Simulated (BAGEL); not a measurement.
**SiHClF2 (SMILES F[SiH](F)Cl) at 4 levels**

Aim: a comparison of 4 runs (B3LYP/6-31G*, B3LYP/6-311+G**, PBE0/6-311+G**, RI-MP2/6-311+G**) of SiHClF2. 

Program for the calculation: BAGEL 1.2.2.

3 further runs of the same task are left out: 3 that didn't finish.

### Step 1. Starting point

The species is SiHClF2 (5 atoms), meant as a singlet with charge 0. SMILES: `F[SiH](F)Cl`. The shape is that of a PBE0-D4/def2-TZVP optimisation.

Bond lengths: F1–Si2 1.577 Å, Si2–F3 1.577 Å, Si2–Cl4 2.018 Å, Si2–H5 1.465 Å. Angles: F1–Si2–F3 107.6°, F1–Si2–Cl4 109.0°, F3–Si2–Cl4 109.0°, F1–Si2–H5 109.8°, F3–Si2–H5 109.8°, Cl4–Si2–H5 111.5°.

### Step 2. A single-point energy at B3LYP/6-31G(d) (density fitting with qzvpp-jkfit, spherical functions) (run 1)

The input, input.json:

```json
{ "bagel": [

{
  "title": "molecule",
  "basis": "6-31gs.json",
  "df_basis": "qzvpp-jkfit",
  "angstrom": "true",
  "geometry": [
    { "atom": "F", "xyz": [      -0.339600,      -0.621400,       1.420100 ] },
    { "atom": "Si", "xyz": [       0.095900,      -0.000200,       0.037800 ] },
    { "atom": "F", "xyz": [      -0.033500,       1.566800,       0.156500 ] },
    { "atom": "Cl", "xyz": [      -1.157500,      -0.656000,      -1.401500 ] },
    { "atom": "H", "xyz": [       1.484600,      -0.363000,      -0.254200 ] }
  ]
},

{ "title": "ks", "xc_func": "b3lyp" },

{ "title": "print", "file": "orbitals.molden", "orbitals": "true" }

]}
```

The basis set 6-31G* is read from a file made from the Basis Set Exchange's data (not shown).

On the command line:

```sh
$ BAGEL_NUM_THREADS=1 BAGEL input.json > input.out
```

Standard output:

```text
* using 1 threads per process

  ===============================================================
  ===============================================================

  *** Geometry ***

  { "atom" : "F", "xyz" : [     -0.641751,     -1.174276,      2.683600 ] },
  { "atom" : "Si", "xyz" : [      0.181225,     -0.000378,      0.071432 ] },
  { "atom" : "F", "xyz" : [     -0.063306,      2.960823,      0.295742 ] },
  { "atom" : "Cl", "xyz" : [     -2.187358,     -1.239660,     -2.648451 ] },
  { "atom" : "H", "xyz" : [      2.805487,     -0.685971,     -0.480368 ] },

  Number of auxiliary basis functions:      428

  Since a DF basis is specified, we compute 2- and 3-index integrals:
    o Being stored without compression. Storage requirement is 0.015 GB

  Number of basis functions:       66
  Number of electrons      :       50

    * METHOD: MOLECULE                             0.18

  *** Kohn-Sham DFT ***

    * Removing 8363 points whose weight is below 1.00e-10
    * Grid points: 66167

  === Nuclear Repulsion ===
   230.9265161393

       - DIIS with orbital gradients will be used.

  === KS iteration (b3lyp / 6-31gs.json) ===
      0       -931.32202640          0.14980599           0.23
      1       -930.22734613          0.15961456           0.22
      2       -939.70327875          0.12172734           0.23
[... 12 lines of this table left out ...]
     15       -950.13620145          0.00000000           0.23
    * SCF iteration converged.

    * Permanent dipole moment:
           (   -0.462781,     0.120754,     0.096923) a.u.

    * METHOD: KS                                   4.31

    * METHOD: PRINT                                0.01

  ===============================================================
```

It took 4.8 s on 1 thread of Intel Xeon Platinum 8488C (Sapphire Rapids), shared host; peak memory 0.25 GiB.

### Step 3. A single-point energy at B3LYP/6-311+G(d,p) (density fitting with qzvpp-jkfit) (run 2)

The input, input.json:

```json
{ "bagel": [

{
  "title": "molecule",
  "basis": "6-311+gss.json",
  "df_basis": "qzvpp-jkfit",
  "angstrom": true,
  "geometry": [
    { "atom": "F", "xyz": [   -0.339600,   -0.621400,    1.420100 ] },
    { "atom": "Si", "xyz": [    0.095900,   -0.000200,    0.037800 ] },
    { "atom": "F", "xyz": [   -0.033500,    1.566800,    0.156500 ] },
    { "atom": "Cl", "xyz": [   -1.157500,   -0.656000,   -1.401500 ] },
    { "atom": "H", "xyz": [    1.484600,   -0.363000,   -0.254200 ] }
  ]
},
{ "title": "ks", "xc_func": "b3lyp" },
{ "title": "print", "file": "orbitals.molden", "orbitals": true }

]}
```

The basis set 6-311+G** is read from a file made from the Basis Set Exchange's data (not shown).

On the command line:

```sh
$ BAGEL_NUM_THREADS=1 BAGEL input.json > input.out
```

Standard output:

```text
* using 1 threads per process

  ===============================================================
  ===============================================================

  *** Geometry ***

  { "atom" : "F", "xyz" : [     -0.641751,     -1.174276,      2.683600 ] },
  { "atom" : "Si", "xyz" : [      0.181225,     -0.000378,      0.071432 ] },
  { "atom" : "F", "xyz" : [     -0.063306,      2.960823,      0.295742 ] },
  { "atom" : "Cl", "xyz" : [     -2.187358,     -1.239660,     -2.648451 ] },
  { "atom" : "H", "xyz" : [      2.805487,     -0.685971,     -0.480368 ] },

  Number of auxiliary basis functions:      428

  Since a DF basis is specified, we compute 2- and 3-index integrals:
    o Being stored without compression. Storage requirement is 0.041 GB

  Number of basis functions:      110
  Number of electrons      :       50

    * METHOD: MOLECULE                             0.19

  *** Kohn-Sham DFT ***

    * Removing 8363 points whose weight is below 1.00e-10
    * Grid points: 66167

  === Nuclear Repulsion ===
   230.9265161393

       - DIIS with orbital gradients will be used.

  === KS iteration (b3lyp / 6-311+gss.json) ===
      0       -848.47465041          0.31716026           0.38
      1       -832.53791054          0.25065757           0.41
      2       -859.15205643          0.27748735           0.40
[... 13 lines of this table left out ...]
     16       -950.26693370          0.00000001           0.35
    * SCF iteration converged.

    * Permanent dipole moment:
           (   -0.466085,     0.206397,     0.244434) a.u.

    * METHOD: KS                                   6.75

    * METHOD: PRINT                                0.02

  ===============================================================
```

Run time: 7.2 s. Hardware: 1 thread of Intel Xeon Platinum 8488C (Sapphire Rapids), shared host; peak memory 0.36 GiB.

Run 3 isn't shown in full; the table further down has it.

### Step 4. A single-point energy at RI-MP2/6-311+G(d,p) (density fitting with qzvpp-jkfit) (run 4)

The input, calc.json:

```json
{ "bagel" : [

{
  "title" : "molecule",
  "basis" : "6-311+gss.json",
  "df_basis" : "qzvpp-jkfit",
  "angstrom" : true,
  "geometry" : [
    { "atom" : "F", "xyz" : [      -0.339600,      -0.621400,       1.420100 ] },
    { "atom" : "Si", "xyz" : [       0.095900,      -0.000200,       0.037800 ] },
    { "atom" : "F", "xyz" : [      -0.033500,       1.566800,       0.156500 ] },
    { "atom" : "Cl", "xyz" : [      -1.157500,      -0.656000,      -1.401500 ] },
    { "atom" : "H", "xyz" : [       1.484600,      -0.363000,      -0.254200 ] }
  ]
},

{
  "title" : "hf"
},

{
  "title" : "mp2",
  "ncore" : 12
}

]}
```

The basis set 6-311+G** is read from a file made from the Basis Set Exchange's data (not shown).

On the command line:

```sh
$ BAGEL_NUM_THREADS=1 BAGEL calc.json > calc.out
```

Standard output:

```text
* using 1 threads per process

  ===============================================================
  ===============================================================

  *** Geometry ***

[... 29 lines left out ...]
    * SCF iteration converged.
[... 1 line left out ...]
    * Permanent dipole moment:
[... 2 lines left out ...]
    * METHOD: HF                                   1.49

  *** RHF ***

  === Nuclear Repulsion ===
   230.9265161393

      * DIIS with orbital gradients will be used.

  === RHF iteration (6-311+gss.json) ===
      0       -948.14506804          0.00000000           0.09
    * SCF iteration converged.

    * Permanent dipole moment:
           (   -0.538822,     0.227511,     0.263363) a.u.

  === DF-MP2 calculation ===

    * freezing 12 orbitals
    * 3-index integral transformation done
    * assembly done

      MP2 correlation energy:   -0.6433885812      0.06

      MP2 total energy:       -948.7884566176

    * METHOD: MP2                                  0.26

  ===============================================================
```

Wall time 2.3 s (1 thread of Intel Xeon Platinum 8488C (Sapphire Rapids), shared host); peak memory 0.13 GiB.

### Step 5. All runs side by side

```tsv
run	level	frozen core orbitals	energy (Eh)	dipole moment (D)	HOMO energy (eV)	LUMO energy (eV)	wall time
1	B3LYP/6-31G* (density fitting with qzvpp-jkfit, spherical functions)	–	-950.136201	1.24	-9.58	0.91	4.8 s
2	B3LYP/6-311+G** (density fitting with qzvpp-jkfit)	–	-950.266934	1.44	-9.84	-0.16	7.2 s
3	PBE0/6-311+G** (density fitting with qzvpp-jkfit)	–	-949.765167	1.44	-10.12	0.14	7.8 s
4	RI-MP2/6-311+G** (density fitting with qzvpp-jkfit)	12	-948.788457	–	–	–	2.3 s
```

### Step 6. Summary of results

| quantity | value |
| --- | --- |
| run 4: total energy | -948.78846 Eh |
| run 4: correlation energy (12 core orbitals frozen) | -643.4 mEh |

In words: Over runs 1, 2, 3 the dipole moment (its size) runs from 1.24 D (B3LYP/6-31G*) to 1.44 D (PBE0/6-311+G**). The two ends differ in method and basis. Over runs 1, 2, 3 the HOMO–LUMO gap runs from 9.69 eV (B3LYP/6-311+G**) to 10.48 eV (B3LYP/6-31G*). Totals of different functionals can't be ranked against each other. All runs together took 22 s, the longest 7.8 s.
